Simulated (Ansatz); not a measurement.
# Al: the cost of one run

Computed with Ansatz 0.2.0 (DFT PBE, scalar-relativistic, plane waves, PAW, unless a step's input says otherwise).

1 further run of the same task is left out (it didn't finish).

### Step 1. The structure to begin with

The structure is cubic, space group Fm-3m (No. 225). Conventional cell: a = 4.039 Å, b = 4.039 Å, c = 4.039 Å, α = 90.00°, β = 90.00°, γ = 90.00°. Al (site symmetry m-3m) has 12 Al at 2.86 Å as nearest neighbours.

As a file:

```cif
data_structure
_symmetry_space_group_name_H-M 'Fm-3m'
_symmetry_Int_Tables_number 225
_cell_length_a 4.0389
_cell_length_b 4.0389
_cell_length_c 4.0389
_cell_angle_alpha 90.000
_cell_angle_beta 90.000
_cell_angle_gamma 90.000
_cell_volume 65.89
loop_
_atom_site_label
_atom_site_type_symbol
_atom_site_symmetry_multiplicity
_atom_site_Wyckoff_symbol
_atom_site_fract_x
_atom_site_fract_y
_atom_site_fract_z
_atom_site_occupancy
Al1 Al 4 a 0.00000 0.00000 0.00000 1
```

Source of the structure: the Materials Project (structure only).

(A quick probe on a coarse mesh, which set the mesh and smearing, is not shown.)

### Step 3. The relaxation

input.yaml

```yaml
crystal:
  lattice:
    - [0.0, 2.01946485, 2.01946485]
    - [2.01946485, 0.0, 2.01946485]
    - [2.01946485, 2.01946485, 0.0]
  atoms:
    - { symbol: Al, position: [0.0, 0.0, 0.0] }
basis:
  ecutwfc: 420
kpoints:
  mp_grid: { grid: [18, 18, 18] }
hamiltonian:
  xc: pbe
scf:
  occupations: { method: gaussian, width: 0.1 }
output:
  forces: true
  stress: true
  eigenvalues: true
  write_density: true
  write_potential: true
  elf: true
  volumetric_format: npy
relax:
  adjacent_minimum: "off"
  f_tol: 0.005
  max_steps: 80
  cell: { stress_tol: 0.05 }
```

On the command line:

```console
ansatz run input.yaml --threads 4 --pin off --max-ram 8192MiB --backend cpu --events-out ev --progress --plain --runs-dir out
```

Q: Estimate wall time and peak memory on 4 threads of Arm Neoverse V2, shared host.

About 1.4 s, with a peak of 0.28 GiB.
